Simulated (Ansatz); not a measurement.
**C₂H₁₀OSi₂: a ladder of functionals and wavefunction methods**

An exercise on one series of results from a longer session: the logs are not shown, and one member is left open.

The runs use Ansatz 0.2.0, Gaussian basis; functionals in def2-TZVPP, the program's frozen cores in correlated methods.

Levels to be run: PBE-D4, r2SCAN-D4, PBE0-D4, B3LYP-D4, ωB97X-V, ωB97M-V, B2PLYP; CCSD(T)/def2-TZVPP; MP2/def2-QZVPP; extrapolation to the limit.

## Structure used throughout

All runs share one geometry, relaxed beforehand with PBE0-D4 in a triple-zeta def2 set.

SMILES `C[SiH](C)O[SiH3]`, 15 atoms, charge 0, spin multiplicity 1.

Atoms are counted from 1 here; the program's logs count them from 0.

Bond lengths: C1–Si2 1.859 Å, C1–H6 1.092 Å, C1–H7 1.093 Å, C1–H8 1.093 Å, Si2–C3 1.862 Å, Si2–O4 1.646 Å, Si2–H9 1.493 Å, C3–H10 1.093 Å, C3–H11 1.094 Å, C3–H12 1.093 Å, O4–Si5 1.630 Å, Si5–H13 1.484 Å, Si5–H14 1.488 Å, Si5–H15 1.488 Å. Angles: Si2–C1–H6 110.9°, Si2–C1–H7 110.8°, Si2–C1–H8 110.8°, H6–C1–H7 108.1°, H6–C1–H8 108.0°, H7–C1–H8 108.1°, C1–Si2–C3 111.9°, C1–Si2–O4 107.9°, C1–Si2–H9 109.9°, C3–Si2–O4 109.7°, C3–Si2–H9 109.2°, O4–Si2–H9 108.2°, Si2–C3–H10 111.0°, Si2–C3–H11 110.7°, Si2–C3–H12 111.2°, H10–C3–H11 108.0°, H10–C3–H12 108.1°, H11–C3–H12 107.8° and more.

Set-up of the first run:

Input file in.yaml:

```yaml
crystal:
  periodic: [false, false, false]
  atoms:
    - {symbol: C, position_ang: [-2.141591, 0.455241, -0.275213]}
    - {symbol: Si, position_ang: [-0.501343, -0.042370, 0.443625]}
    - {symbol: C, position_ang: [0.388045, 1.404458, 1.208164]}
    - {symbol: O, position_ang: [0.411377, -0.675181, -0.770687]}
    - {symbol: Si, position_ang: [1.752586, -1.526808, -1.132952]}
    - {symbol: H, position_ang: [-2.643872, -0.401876, -0.729458]}
    - {symbol: H, position_ang: [-2.012552, 1.220544, -1.044955]}
    - {symbol: H, position_ang: [-2.797563, 0.860329, 0.500085]}
    - {symbol: H, position_ang: [-0.699830, -1.100081, 1.477751]}
    - {symbol: H, position_ang: [0.556645, 2.193900, 0.470953]}
    - {symbol: H, position_ang: [-0.197575, 1.827489, 2.029121]}
    - {symbol: H, position_ang: [1.358694, 1.103835, 1.610434]}
    - {symbol: H, position_ang: [1.804005, -1.721914, -2.603020]}
    - {symbol: H, position_ang: [2.972270, -0.795055, -0.694820]}
    - {symbol: H, position_ang: [1.728703, -2.853112, -0.459729]}
basis:
  gaussian: {orbitals: def2-TZVPP}
hamiltonian: {xc: pbe, dispersion: d4}
output: {forces: true, orbitals: {seedname: orbitals}}
```

Run with:

```console
$ ansatz run in.yaml --threads 2 --pin off --events-out ev --progress --plain --max-ram 32768MiB --backend cuda --devices 0, --max-vram 18GiB
```

Steps of the session up to this table: PBE-D4 (GGA); r2SCAN-D4 (meta-GGA); PBE0-D4 (hybrid); B3LYP-D4 (hybrid); ωB97X-V (range-separated); ωB97M-V (range-separated); B2PLYP (double hybrid); CCSD(T) in def2-TZVPP; MP2 in def2-QZVPP.

One table of the session follows, with a row left open; its other results are not shown here.

```
            method  atomisation energy (eV)
            PBE-D4                   56.741
         r2SCAN-D4                   56.801
           PBE0-D4                   56.369
          B3LYP-D4                   56.754
           ωB97X-V                   56.993
           ωB97M-V                   56.916
            B2PLYP                   56.175
     HF/def2-TZVPP                   43.465
    MP2/def2-TZVPP                   55.880
   CCSD/def2-TZVPP                   55.019
CCSD(T)/def2-TZVPP                   55.558
           MP2/CBS                        ?
       CCSD(T)/CBS                   56.907
```

Q: Estimate the row for MP2/CBS from the others.

As computed: atomisation energy (eV): 57.229. In the column «atomisation energy (eV)» it is the highest.

Among the levels timed on like hardware and quicker than the yardstick, those that no quicker one beats, quickest first: r2SCAN-D4 (6.5 s, -0.106 eV); ωB97X-V (7.5 s, +0.086 eV); ωB97M-V (12 s, +0.009 eV). Runs this short are mostly start-up, so their order is noise.

B2PLYP carry no dispersion term (for B3LYP, D4 adds 0.518 eV).

Caveats from the session: Free atoms (2 C, 2 Si, 1 O, 10 H) were run apart at each level; the atomisation energy is their sum less the molecule, without zero-point or spin-orbit terms.
